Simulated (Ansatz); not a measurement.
**CH7FSi2: a ladder of functionals and wavefunction methods**

The task here is to estimate one member of a computed series from the others.

Method: functionals in def2-TZVPP, the program's frozen cores in correlated methods; program: Ansatz 0.2.0, Gaussian basis.

Plan: PBE-D4, r2SCAN-D4, PBE0-D4, B3LYP-D4, ωB97X-V, ωB97M-V, B2PLYP; CCSD(T)/def2-TZVPP; MP2/def2-QZVPP; extrapolation to the limit.

## The geometry

An earlier PBE0-D4 in a triple-zeta def2 set relaxation fixed the geometry.

SMILES `C[SiH2][SiH2]F`, 11 atoms, charge 0, spin multiplicity 1.

Atoms are counted from 1 here; the program's logs count them from 0.

Bond lengths: C1–Si2 1.878 Å, C1–H5 1.092 Å, C1–H6 1.092 Å, C1–H7 1.092 Å, Si2–Si3 2.345 Å, Si2–H8 1.490 Å, Si2–H9 1.490 Å, Si3–F4 1.608 Å, Si3–H10 1.489 Å, Si3–H11 1.489 Å. Angles: Si2–C1–H5 111.0°, Si2–C1–H6 111.0°, Si2–C1–H7 110.4°, H5–C1–H6 108.2°, H5–C1–H7 108.1°, H6–C1–H7 108.1°, C1–Si2–Si3 110.0°, C1–Si2–H8 110.5°, C1–Si2–H9 110.5°, Si3–Si2–H8 108.9°, Si3–Si2–H9 109.0°, H8–Si2–H9 107.9°, Si2–Si3–F4 110.4°, Si2–Si3–H10 111.6°, Si2–Si3–H11 111.6°, F4–Si3–H10 107.5°, F4–Si3–H11 107.5°, H10–Si3–H11 108.1°.

The first run:

in.yaml

```yaml
crystal:
  periodic: [false, false, false]
  atoms:
    - {symbol: C, position_ang: [-0.697483, 1.576883, 0.285419]}
    - {symbol: Si, position_ang: [-0.789555, -0.180139, -0.370217]}
    - {symbol: Si, position_ang: [1.232124, -1.295188, 0.038470]}
    - {symbol: F, position_ang: [1.166759, -2.800628, -0.523374]}
    - {symbol: H, position_ang: [-0.514158, 1.583426, 1.362060]}
    - {symbol: H, position_ang: [0.106215, 2.133980, -0.200918]}
    - {symbol: H, position_ang: [-1.635847, 2.103562, 0.098495]}
    - {symbol: H, position_ang: [-1.051751, -0.176864, -1.836672]}
    - {symbol: H, position_ang: [-1.896232, -0.926662, 0.290982]}
    - {symbol: H, position_ang: [2.375848, -0.617218, -0.631116]}
    - {symbol: H, position_ang: [1.529480, -1.374151, 1.494971]}
basis:
  gaussian: {orbitals: def2-TZVPP}
hamiltonian: {xc: pbe, dispersion: d4}
output: {forces: true, orbitals: {seedname: orbitals}}
```

On the command line:

```bash
ansatz run in.yaml --threads 4 --pin off --events-out ev --progress --plain --max-ram 10444MiB
```

Steps of the session up to this table: PBE-D4 (GGA); r2SCAN-D4 (meta-GGA); PBE0-D4 (hybrid); B3LYP-D4 (hybrid); ωB97X-V (range-separated); ωB97M-V (range-separated); B2PLYP (double hybrid); CCSD(T) in def2-TZVPP; MP2 in def2-QZVPP.

One of the session's tables, all rows but one given; the rest of the session is left out.

| method | atomisation energy (kJ/mol) |
| --- | --- |
| PBE-D4 | 3730.7 |
| r2SCAN-D4 | 3738.7 |
| PBE0-D4 | 3705.1 |
| B3LYP-D4 | 3733.1 |
| ωB97X-V | 3760.1 |
| ωB97M-V | 3739.8 |
| B2PLYP | 3693.4 |
| HF/def2-TZVPP | 2869.5 |
| MP2/def2-TZVPP | 3665.8 |
| CCSD/def2-TZVPP | 3620.8 |
| CCSD(T)/def2-TZVPP | 3655.2 |
| MP2/CBS | ? |
| CCSD(T)/CBS | 3747.7 |

Q: Estimate the row for MP2/CBS from the others.

As computed: atomisation energy (kJ/mol): 3758.3. In the column «atomisation energy (kJ/mol)» it lies between CCSD(T)/CBS (3747.7) and ωB97X-V (3760.1).

Caveats from the session: Free atoms (1 C, 2 Si, 1 F, 7 H) were run apart at each level; the atomisation energy is their sum less the molecule, without zero-point or spin-orbit terms.
